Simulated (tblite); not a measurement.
# C3H11FSSi2: the cost of one run

The runs use tblite 0.8.0 and PySCF 2.14.0, with density-fitted response routines of our own; the level of theory stands in each step. All values are computed, except where a source is named. Atoms count from 0, in the outputs and in this text.

### Step 1. Starting geometry

18 atoms, charge 0, multiplicity 1; geometry from: force field or distance geometry start.

Bonds of the start (Å): C0–C1 1.52, C1–Si2 1.88, Si2–C3 1.84, C3–F4 1.40, Si2–S5 2.15, S5–Si6 2.16, C0–H7 1.11, C0–H8 1.11, C0–H9 1.11, C1–H10 1.11, C1–H11 1.11, Si2–H12 1.48, C3–H13 1.10, C3–H14 1.10, Si6–H15 1.47, Si6–H16 1.47, Si6–H17 1.47.

### Step 2. Relaxing the molecule with GFN2-xTB

Job settings and geometry (Å):

```
{"job": {"kind": "relax", "xc": "GFN2-xTB", "basis": "xTB"}, "charge": 0, "multiplicity": 1}
C     -1.470800     1.957400    -0.543800
C     -1.901300     0.518100    -0.328000
Si    -0.306900    -0.441400    -0.093700
C     -0.498600    -2.256800    -0.346700
F      0.498300    -2.905300     0.399800
S      1.098400     0.342600    -1.514600
Si     3.031900     0.225700    -0.561300
H     -0.714900     2.181100     0.233600
H     -1.018400     2.012800    -1.556900
H     -2.382500     2.589300    -0.475900
H     -2.537000     0.417100     0.576300
H     -2.441600     0.163400    -1.229900
H      0.156400    -0.209500     1.289300
H     -1.472500    -2.653500    -0.022300
H     -0.405800    -2.469300    -1.419400
H      3.845000     1.419700    -0.837300
H      2.831200     0.137600     0.893200
H      3.680300    -1.022700    -1.003500
```

Launch:

```console
OMP_NUM_THREADS=1 python probes_run.py task.json out
```

One launch serves the whole session: the jobs run in the order shown.

**Question.** How long does this first job take on 1 thread of Intel Xeon at 2.50GHz, shared host, and how much memory does it need?

About 4.4 s, with a peak of 0.18 GiB.
